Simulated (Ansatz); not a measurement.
# C4H4F4: a ladder of functionals and wavefunction methods

An exercise on one series of results from a longer session: the logs are not shown, and one member is left open.

Computed with Ansatz 0.2.0, Gaussian basis. Level: functionals in def2-TZVPP, the program's frozen cores in correlated methods.

Levels to be run: LDA (SPW92), PBE-D4, revPBE-D4, BLYP-D4, r2SCAN-D4, B97M-V, PBE0-D4, B3LYP-D4, r2SCANh-D4, r2SCAN0-D4, HSE06-D4, BHLYP-D4, CAM-B3LYP-D4, LC-ωPBE, ωB97X-V, ωB97M-V, B2PLYP, PBE-QIDH; CCSD(T)/def2-SVP; MP2/def2-TZVPP; MP2/def2-QZVPP; RPA on PBE.

## The geometry

The geometry comes from an earlier relaxation with PBE0-D4 in a triple-zeta def2 set; it is a stationary point, not always the lowest conformer.

SMILES `F[C@H]1[C@H](F)[C@@H](F)[C@@H]1F`, 12 atoms, charge 0, spin multiplicity 1.

Atoms are counted from 1 here; the program's logs count them from 0.

Bond lengths: F1–C2 1.362 Å, C2–C3 1.526 Å, C2–C7 1.526 Å, C2–H9 1.094 Å, C3–F4 1.362 Å, C3–C5 1.526 Å, C3–H10 1.094 Å, C5–F6 1.362 Å, C5–C7 1.526 Å, C5–H11 1.094 Å, C7–F8 1.362 Å, C7–H12 1.094 Å. Angles: F1–C2–C3 117.6°, F1–C2–C7 117.6°, F1–C2–H9 109.6°, C3–C2–C7 87.8°, C3–C2–H9 111.4°, C7–C2–H9 111.4°, C2–C3–F4 117.6°, C2–C3–C5 87.8°, C2–C3–H10 111.4°, F4–C3–C5 117.6°, F4–C3–H10 109.6°, C5–C3–H10 111.4°, C3–C5–F6 117.6°, C3–C5–C7 87.8°, C3–C5–H11 111.4°, F6–C5–C7 117.6°, F6–C5–H11 109.6°, C7–C5–H11 111.4° and more.

Set-up of the first run:

in.yaml

```yaml
crystal:
  periodic: [false, false, false]
  atoms:
    - {symbol: F, position_ang: [0.191339, 0.165740, -2.252354]}
    - {symbol: C, position_ang: [0.256716, -0.327451, -0.984464]}
    - {symbol: C, position_ang: [-1.015196, -0.281608, -0.142832]}
    - {symbol: F, position_ang: [-1.770643, -1.413196, -0.080698]}
    - {symbol: C, position_ang: [-0.136483, 0.047342, 1.060441]}
    - {symbol: F, position_ang: [-0.620329, 0.939432, 1.968808]}
    - {symbol: C, position_ang: [0.920630, 0.543264, 0.078209]}
    - {symbol: F, position_ang: [2.225332, 0.289539, 0.375577]}
    - {symbol: H, position_ang: [0.687243, -1.332670, -1.003737]}
    - {symbol: H, position_ang: [-1.647499, 0.566696, -0.419880]}
    - {symbol: H, position_ang: [0.191192, -0.859833, 1.576047]}
    - {symbol: H, position_ang: [0.794700, 1.607344, -0.141019]}
basis:
  gaussian: {orbitals: def2-TZVPP}
hamiltonian: {xc: lda}
output: {orbitals: {seedname: orbitals}}
```

Started as:

```console
$ ansatz run in.yaml --threads 4 --pin off --events-out ev --progress --plain --max-ram 11315MiB
```

Steps of the session up to this table: LDA; PBE-D4 (GGA); revPBE-D4 (GGA); BLYP-D4 (GGA); r2SCAN-D4 (meta-GGA); B97M-V (meta-GGA); PBE0-D4 (hybrid); B3LYP-D4 (hybrid); r2SCANh-D4 (hybrid); r2SCAN0-D4 (hybrid); HSE06-D4 (hybrid); BHLYP-D4 (hybrid); CAM-B3LYP-D4 (range-separated); LC-ωPBE (range-separated); ωB97X-V (range-separated); ωB97M-V (range-separated); B2PLYP (double hybrid); PBE-QIDH (double hybrid).

One of the session's tables, all rows but one given; the rest of the session is left out.

It belongs to the step «Orbital energies across the functionals». 

```
  functional  HOMO (eV)  LUMO (eV)  gap (eV)
 LDA (SPW92)      -7.70      -0.89      6.81
      PBE-D4          ?          ?         ?
   revPBE-D4      -7.39      -0.52      6.87
     BLYP-D4      -7.42      -0.50      6.93
   r2SCAN-D4      -7.85      -0.26      7.60
      B97M-V      -8.03      -0.29      7.74
     PBE0-D4      -9.21       0.44      9.65
    B3LYP-D4      -8.98       0.17      9.15
  r2SCANh-D4      -8.50       0.12      8.62
  r2SCAN0-D4      -9.46       0.68     10.15
    HSE06-D4      -8.80       0.06      8.86
    BHLYP-D4     -10.90       1.45     12.35
CAM-B3LYP-D4     -10.72       1.50     12.22
     LC-ωPBE     -11.99       2.74     14.73
     ωB97X-V     -11.66       2.63     14.29
     ωB97M-V     -11.58       2.34     13.92
```

Estimate the missing values for PBE-D4.

The run gave: HOMO (eV): -7.48; LUMO (eV): -0.62; gap (eV): 6.86. In the column «HOMO (eV)» it lies between LDA (SPW92) (-7.70) and BLYP-D4 (-7.42).
